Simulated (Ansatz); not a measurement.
**AsH₄ (doublet): wave-function methods side by side, aug-cc-pVDZ**

Aim: climb from Hartree-Fock through coupled cluster and multireference methods for AsH₄ (doublet) at one geometry and basis, and see what each rung misses.

Computed with Ansatz 0.2.0, Gaussian basis. Level: aug-cc-pVDZ, core rule «outside noble gas», up to 14 orbitals frozen.

The runs, in order: UHF; CCSD(T) on ROHF; CCSD(T) on UHF; BCCD(T) on ROHF; CISD; CCSDT(Q) on ROHF; CCSDT(Q) on UHF; CASSCF and MRCISD+Q, 9 electrons in 8 orbitals; CASSCF and NEVPT2, 9 electrons in 8 orbitals.

12 further runs of the same task are left out: 4 that didn't finish, 8 set aside as unsound or not needed.

### Step 1. The geometry

The geometry is a PBE0/def2-TZVPD stationary point (not a proven minimum) of the parent state, kept for this charge and spin. No spin-orbit coupling is included. The filled d shell of As may be among the frozen orbitals whatever the setting's name suggests; the logs give the count.

5 atoms, charge 0, spin multiplicity 2.

Atoms are counted from 1 here; the program's logs count them from 0.

Bond lengths: As1–H3 1.520 Å, As1–H4 1.520 Å. Angles: H3–As1–H4 97.1°.

### Step 2. UHF

in.yaml reads:

```yaml
crystal:
  periodic: [false, false, false]
  atoms:
    - {symbol: As, position_ang: [0.031969, 0.000000, 0.000000]}
    - {symbol: H, position_ang: [-0.214355, 0.000000, 1.829972]}
    - {symbol: H, position_ang: [-0.973788, -1.139440, 0.000000]}
    - {symbol: H, position_ang: [-0.973791, 1.139438, 0.000000]}
    - {symbol: H, position_ang: [-0.214355, 0.000000, -1.829972]}
basis:
  gaussian: {orbitals: aug-cc-pVDZ}
magnetization: {spin_polarized: true, initial_magnetization: 1}
hamiltonian: {xc: hf}
output: {orbitals: {seedname: orbitals}}
```

Started as:

```sh
> ansatz run in.yaml --threads 1 --pin off --events-out ev --progress --plain --max-ram 2393MiB
```

The runs that follow: CCSD(T) on ROHF; CCSD(T) on UHF; BCCD(T) on ROHF; CISD; CCSDT(Q) on ROHF; CCSDT(Q) on UHF; CASSCF and MRCISD+Q, 9 electrons in 8 orbitals; CASSCF and NEVPT2, 9 electrons in 8 orbitals.

**Question.** What will the summary of the whole plan be? Wanted: UCCSDT(Q) below the RHF energy; RMP2 from UCCSDT(Q); UMP2 from UCCSDT(Q); RCCSD from UCCSDT(Q); RCCSD(T) from UCCSDT(Q); UCCSD(T) from UCCSDT(Q); RCCSDT(Q) from UCCSDT(Q); NEVPT2 valence from UCCSDT(Q); MRCISD+Q valence from UCCSDT(Q).

The runs gave:

| quantity | value |
| --- | --- |
| UCCSDT(Q) below the RHF energy | -5.4747 eV |
| RMP2 from UCCSDT(Q) | +24.69 kcal/mol |
| UMP2 from UCCSDT(Q) | +27.13 kcal/mol |
| RCCSD from UCCSDT(Q) | +4.64 kcal/mol |
| RCCSD(T) from UCCSDT(Q) | +0.82 kcal/mol |
| UCCSD(T) from UCCSDT(Q) | +0.87 kcal/mol |
| RCCSDT(Q) from UCCSDT(Q) | 0.00 kcal/mol |
| NEVPT2 valence from UCCSDT(Q) | +19.35 kcal/mol |
| MRCISD+Q valence from UCCSDT(Q) | +0.41 kcal/mol |
| levels within 1 kcal/mol (43 meV) | RCCSD(T), UCCSD(T), BCCD(T), RCCSDT, UCCSDT, RCCSDT(Q), MRCISD+Q valence |
| T1 diagnostic | 0.032 |
| effectively unpaired electrons | 1.05 |

RCCSD(T) lands +0.82 kcal/mol from the yardstick (0.6 % of the correlation energy). One determinant dominates. Of the multireference levels listed MRCISD+Q valence comes nearest in total energy (+0.41 kcal/mol), which doesn't show that its space is the better one. Coupled cluster took another determinant than the lowest Hartree-Fock one. These misses are within one basis, not against nature; the frozen cores of restricted and unrestricted runs differ, which can shift their rows.
